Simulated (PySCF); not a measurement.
# wB97X-V/STO-3G run of GeClF (SMILES [F][Ge][Cl])

Aim: the vertical singlet–triplet gap of GeClF at wB97X-V/STO-3G, from 2 runs. Input form: a Python script.

The calculation is run with PySCF 2.14.0.

24 further runs of the same task are left out: 10 that didn't finish, 14 set aside as unsound or not needed.

### Step 1. The molecule

The species is GeClF (3 atoms), meant as a singlet with charge 0. As SMILES, `[F][Ge][Cl]`. The coordinates come from a PBE0-D4/def2-TZVP relaxation.

Bond lengths: F1–Ge2 1.748 Å, Ge2–Cl3 2.180 Å. Angles: F1–Ge2–Cl3 98.3°.

### Step 2. A single-point energy at wB97X-V/STO-3G

calc.py

```python
from pyscf import gto, dft

mol = gto.Mole()
mol.atom = '''
F      0.110400     1.418700     0.206200
Ge    -0.762800     0.035600    -0.410300
Cl     0.641600    -1.519100     0.191000
'''
mol.verbose = 4
mol.max_memory = 1860
mol.basis = 'sto-3g'
mol.build()

mf = dft.RKS(mol, xc='wb97x-v')
mf.conv_tol = 1e-10
mf.grids.level = 5
mf.nlcgrids.level = 1
mf.kernel()
if not mf.converged:
    mf = mf.newton().run(mf.mo_coeff, mf.mo_occ)

etot = mf.e_tot
print('E = %.10f Eh' % etot)
```

Started as:

```console
$ OMP_NUM_THREADS=1 python calc.py
```

Output:

```text
PySCF version 2.14.0

[INPUT] num. atoms = 3
[INPUT] num. electrons = 58
[INPUT] charge = 0
[INPUT] spin (= nelec alpha-beta = 2S) = 0
[INPUT] symmetry False subgroup None
[INPUT] Mole.unit = angstrom
[INPUT] Symbol           X                Y                Z      unit          X                Y                Z       unit  Magmom
[INPUT]  1 F      0.110400000000   1.418700000000   0.206200000000 AA    0.208625764152   2.680954452920   0.389661526885 Bohr   0.0
[INPUT]  2 Ge    -0.762800000000   0.035600000000  -0.410300000000 AA   -1.441483087818   0.067274250035  -0.775354628909 Bohr   0.0
[INPUT]  3 Cl     0.641600000000  -1.519100000000   0.191000000000 AA    1.212448281521  -2.870682955827   0.360937689792 Bohr   0.0

nuclear repulsion = 246.377352051105
number of shells = 16
number of NR pGTOs = 96
number of NR cGTOs = 32
basis = sto-3g
ecp = {}

[... 68 lines left out ...]
converged SCF energy = -2606.43897427137
E = -2606.4389742714 Eh
```

Wall time 30 s (1 thread of Intel Xeon Platinum 8488C (Sapphire Rapids), shared host); peak memory 0.25 GiB.

### Step 3. The triplet

input.py

```python
from pyscf import gto, dft

mol = gto.Mole()
mol.atom = 'F 0.110400 1.418700 0.206200; Ge -0.762800 0.035600 -0.410300; Cl 0.641600 -1.519100 0.191000'
mol.basis = 'sto-3g'
mol.spin = 2
mol.verbose = 4
mol.charge = 0
mol.max_memory = 1860
mol.build()

mf = dft.UKS(mol, xc='wb97x-v')
mf.conv_tol = 1e-10
mf.nlcgrids.level = 1
mf.grids.level = 5
mf.kernel()
if not mf.converged:
    mf = mf.newton().run(mf.mo_coeff, mf.mo_occ)

e_final = mf.e_tot
print(f'total energy: {e_final:.8f} hartree')
```

Started as:

```console
$ OMP_NUM_THREADS=1 python input.py
```

Output:

```text
PySCF version 2.14.0

[INPUT] num. atoms = 3
[INPUT] num. electrons = 58
[INPUT] charge = 0
[INPUT] spin (= nelec alpha-beta = 2S) = 2
[INPUT] symmetry False subgroup None
[INPUT] Mole.unit = angstrom
[INPUT] Symbol           X                Y                Z      unit          X                Y                Z       unit  Magmom
[INPUT]  1 F      0.110400000000   1.418700000000   0.206200000000 AA    0.208625764152   2.680954452920   0.389661526885 Bohr   0.0
[INPUT]  2 Ge    -0.762800000000   0.035600000000  -0.410300000000 AA   -1.441483087818   0.067274250035  -0.775354628909 Bohr   0.0
[INPUT]  3 Cl     0.641600000000  -1.519100000000   0.191000000000 AA    1.212448281521  -2.870682955827   0.360937689792 Bohr   0.0

nuclear repulsion = 246.377352051105
number of shells = 16
number of NR pGTOs = 96
number of NR cGTOs = 32
basis = sto-3g
ecp = {}

[... 45 lines left out ...]
WARN: HOMO -0.301462052006846 >= LUMO -0.540204071815391
[... 78 lines left out ...]
converged SCF energy = -2606.34356358801  <S^2> = 2.0039875  2S+1 = 3.0026571
total energy: -2606.34356359 hartree
```

Run time: 54 s. Hardware: 1 thread of Intel Xeon Platinum 8488C (Sapphire Rapids), shared host; peak memory 0.26 GiB.

### Step 4. What came out

Level: wB97X-V/STO-3G.

```
                                        quantity           value
                           singlet: total energy  -2606.43897 Eh
                          singlet: dipole moment          2.64 D
                            singlet: HOMO energy        -7.11 eV
                            singlet: LUMO energy         2.56 eV
                          singlet: HOMO–LUMO gap         9.67 eV
                           triplet: total energy  -2606.34356 Eh
                          triplet: dipole moment          2.68 D
     triplet: HOMO energy (highest over α and β)        -4.90 eV
      triplet: LUMO energy (lowest over α and β)        -0.42 eV
                                   triplet: ⟨S²⟩           2.004
vertical energy of the triplet above the singlet        2.596 eV
```

In words: At this shape the triplet lies 2.60 eV (251 kJ/mol) above the singlet. In a minimal basis such a difference can be off by several eV, whatever the method. Mulliken charges (singlet) run from -0.39 on Cl3 to +0.56 on Ge2.
